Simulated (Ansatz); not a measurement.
# C₂H₁₂N₄Ti: how energies converge with the basis set

The task here is to estimate one member of a computed series from the others.

The runs use Ansatz 0.2.0, Gaussian basis; one geometry, several basis sets.

Levels to be run: PBE0-D4/def2-SVP; ωB97M-V/def2-SVP; PBE0-D4/def2-QZVPP; ωB97M-V/def2-QZVPP; the functionals' def2-TZVPP values are taken from earlier runs.

**Structure used throughout**

An earlier PBE0-D4 in a triple-zeta def2 set relaxation fixed the geometry.

SMILES `C[N](C)[Ti]([NH2])([NH2])[NH2]`, 19 atoms, charge 0, spin multiplicity 1.

Atoms are counted from 1 here; the program's logs count them from 0.

Bond lengths: C1–N2 1.437 Å, C1–H8 1.100 Å, C1–H9 1.090 Å, C1–H10 1.100 Å, N2–C3 1.443 Å, N2–Ti4 1.876 Å, C3–H11 1.100 Å, C3–H12 1.096 Å, C3–H13 1.100 Å, Ti4–N5 1.905 Å, Ti4–N6 1.896 Å, Ti4–N7 1.905 Å, N5–H14 1.010 Å, N5–H15 1.011 Å, N6–H16 1.010 Å, N6–H17 1.010 Å, N7–H18 1.011 Å, N7–H19 1.010 Å. Angles: N2–C1–H8 111.4°, N2–C1–H9 110.0°, N2–C1–H10 111.4°, H8–C1–H9 108.4°, H8–C1–H10 107.1°, H9–C1–H10 108.4°, C1–N2–C3 113.7°, C1–N2–Ti4 132.2°, C3–N2–Ti4 114.1°, N2–C3–H11 111.6°, N2–C3–H12 110.8°, N2–C3–H13 111.6°, H11–C3–H12 107.4°, H11–C3–H13 107.6°, H12–C3–H13 107.5°, N2–Ti4–N5 108.0°, N2–Ti4–N6 108.7°, N2–Ti4–N7 107.9° and more.

Geometry (Å):

```mol
C2H12N4Ti
  3D, bonds by distance, orders not assigned

 19 18  0  0  0  0  0  0  0  0999 V2000
    1.3666   -1.7152    0.2434 C   0  0
    0.7550   -0.5080   -0.2387 N   0  0
    1.4466    0.0874   -1.3562 C   0  0
   -0.7688    0.4381    0.3102 Ti  0  0
   -0.2102    2.1595    0.9049 N   0  0
   -1.5527   -0.4718    1.7779 N   0  0
   -2.0149    0.4289   -1.1308 N   0  0
    2.3993   -1.5361    0.5776 H   0  0
    0.7966   -2.1115    1.0835 H   0  0
    1.4088   -2.4847   -0.5418 H   0  0
    1.4873   -0.5947   -2.2181 H   0  0
    0.9405    1.0020   -1.6849 H   0  0
    2.4805    0.3578   -1.0960 H   0  0
    0.7478    2.4741    0.9604 H   0  0
   -0.8268    2.9251    1.1404 H   0  0
   -2.3198   -1.1241    1.7023 H   0  0
   -1.3853   -0.2418    2.7468 H   0  0
   -2.8601    0.9811   -1.1788 H   0  0
   -1.8904   -0.0661   -2.0022 H   0  0
  1  2  8  0
  2  3  8  0
  2  4  8  0
  4  5  8  0
  4  6  8  0
  4  7  8  0
  1  8  8  0
  1  9  8  0
  1 10  8  0
  3 11  8  0
  3 12  8  0
  3 13  8  0
  5 14  8  0
  5 15  8  0
  6 16  8  0
  6 17  8  0
  7 18  8  0
  7 19  8  0
M  END
```

The first run:

File in.yaml:

```yaml
crystal:
  periodic: [false, false, false]
  atoms:
    - {symbol: C, position_ang: [1.366554, -1.715244, 0.243411]}
    - {symbol: N, position_ang: [0.755041, -0.508007, -0.238735]}
    - {symbol: C, position_ang: [1.446554, 0.087429, -1.356166]}
    - {symbol: Ti, position_ang: [-0.768785, 0.438052, 0.310171]}
    - {symbol: N, position_ang: [-0.210238, 2.159493, 0.904935]}
    - {symbol: N, position_ang: [-1.552662, -0.471769, 1.777875]}
    - {symbol: N, position_ang: [-2.014889, 0.428898, -1.130795]}
    - {symbol: H, position_ang: [2.399285, -1.536054, 0.577644]}
    - {symbol: H, position_ang: [0.796628, -2.111530, 1.083524]}
    - {symbol: H, position_ang: [1.408761, -2.484685, -0.541793]}
    - {symbol: H, position_ang: [1.487334, -0.594731, -2.218089]}
    - {symbol: H, position_ang: [0.940465, 1.001989, -1.684871]}
    - {symbol: H, position_ang: [2.480542, 0.357832, -1.095990]}
    - {symbol: H, position_ang: [0.747785, 2.474086, 0.960357]}
    - {symbol: H, position_ang: [-0.826794, 2.925081, 1.140431]}
    - {symbol: H, position_ang: [-2.319767, -1.124066, 1.702280]}
    - {symbol: H, position_ang: [-1.385334, -0.241801, 2.746838]}
    - {symbol: H, position_ang: [-2.860101, 0.981104, -1.178803]}
    - {symbol: H, position_ang: [-1.890380, -0.066078, -2.002233]}
basis:
  gaussian: {orbitals: def2-SVP}
hamiltonian: {xc: pbe0, dispersion: d4}
output: {orbitals: {seedname: orbitals}}
```

Started as:

```bash
$ ansatz run in.yaml --threads 4 --pin off --events-out ev --progress --plain --max-ram 66560MiB --backend cpu
```

Among the steps run: PBE0-D4 in def2-SVP; ωB97M-V in def2-SVP; PBE0-D4 in def2-QZVPP; ωB97M-V in def2-QZVPP.

One of the session's tables, all rows but one given; the rest of the session is left out.

It belongs to the step «Functionals by basis». 

```
functional       basis  HOMO (eV)
   PBE0-D4    def2-SVP          ?
   PBE0-D4  def2-TZVPP      -6.28
   PBE0-D4  def2-QZVPP      -6.32
   ωB97M-V    def2-SVP      -8.34
   ωB97M-V  def2-TZVPP      -8.58
   ωB97M-V  def2-QZVPP      -8.61
```

Estimate the missing values for PBE0-D4, def2-SVP.

**Answer.** HOMO (eV): -6.04. In the column «HOMO (eV)» it is the highest.
